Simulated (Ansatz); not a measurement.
# TaAl5: a trial structure relaxed

Where does this trial cell of TaAl5 go when cell and atoms are let free?

Computed with Ansatz 0.2.0 (DFT PBE, scalar-relativistic, plane waves, PAW, unless a step's input says otherwise).

## (1) The system as given

Symmetry: P-62m, No. 189, hexagonal system. Conventional cell: a = 5.170 Å, b = 5.170 Å, c = 4.740 Å, α = 90.00°, β = 90.00°, γ = 120.00°. Ta (site symmetry -62m) is surrounded by 12 Al at 2.87 to 2.98 Å. Al (site symmetry m2m) is surrounded by 10 Al at 2.80 to 3.08 Å and 2 Ta at 2.87 Å. Al (site symmetry -6) is surrounded by 9 Al at 2.96 to 2.98 Å and 3 Ta at 2.98 Å.

Coordinates:

```cif
data_structure
_symmetry_space_group_name_H-M 'P-62m'
_symmetry_Int_Tables_number 189
_cell_length_a 5.1701
_cell_length_b 5.1701
_cell_length_c 4.7404
_cell_angle_alpha 90.000
_cell_angle_beta 90.000
_cell_angle_gamma 120.000
_cell_volume 109.74
loop_
_atom_site_label
_atom_site_type_symbol
_atom_site_symmetry_multiplicity
_atom_site_Wyckoff_symbol
_atom_site_fract_x
_atom_site_fract_y
_atom_site_fract_z
_atom_site_occupancy
Ta1 Ta 1 a 0.00000 0.00000 0.00000 1
Al1 Al 3 g 0.31303 0.00000 0.50000 1
Al2 Al 2 c 0.33333 0.66667 0.00000 1
```

The cell is invented: species swapped into a database cell of Mg5Pd (P-62m, No. 189), with Al on the Mg sites and Ta on the Pd sites. The dimensions are guesses.

## (2) A first look at the guess

Contents of input.yaml:

```yaml
crystal:
  lattice:
    - [5.17009822, 0.0, 0.0]
    - [-2.58504911, 4.47743639, 0.0]
    - [0.0, 0.0, 4.74043855]
  atoms:
    - { symbol: Ta, position: [0.0, 0.0, 0.0] }
    - { symbol: Al, position: [0.31303453, 0.0, 0.5] }
    - { symbol: Al, position: [0.68696547, 0.68696547, 0.5] }
    - { symbol: Al, position: [0.0, 0.31303453, 0.5] }
    - { symbol: Al, position: [0.33333333, 0.66666667, 0.0] }
    - { symbol: Al, position: [0.66666667, 0.33333333, 0.0] }
basis:
  ecutwfc: 420
kpoints:
  mp_grid: { grid: [6, 6, 4] }
hamiltonian:
  xc: pbe
scf:
  occupations: { method: gaussian, width: 0.1 }
  lower_state_search: "off"
output:
  forces: true
  stress: true
  eigenvalues: true
```

Launch:

```console
> ansatz run input.yaml --threads 1 --pin off --max-ram 2560MiB --backend cpu --events-out ev --progress --plain --runs-dir out
```

Further runs follow: rough relaxation on the coarse mesh; relaxation on the finer mesh.

**Question.** What will these runs give? Wanted: conventional cell; volume; energy over the elements; gap on the mesh.

As calculated:

```
                              quantity                                                                       value
symmetry at the end (tolerance 0.05 Å)                                                 space group P-62m (No. 189)
                     conventional cell  a = 4.993 Å, b = 4.993 Å, c = 4.572 Å, α = 90.00°, β = 90.00°, γ = 120.00°
                                volume                                                               16.45 Å³/atom
              energy over the elements                                                                0.00 eV/atom
                       gap on the mesh                                                                none (metal)
```

The space group P-62m (No. 189) is kept, and the volume per atom shrinks by 10.1 % from the first guess. The formation energy of this structure is too near zero to say whether it is bound against the elements. No finished test with a distortion of lower symmetry is shown, so the end may be a saddle point. Spin-orbit coupling is left out for Ta.
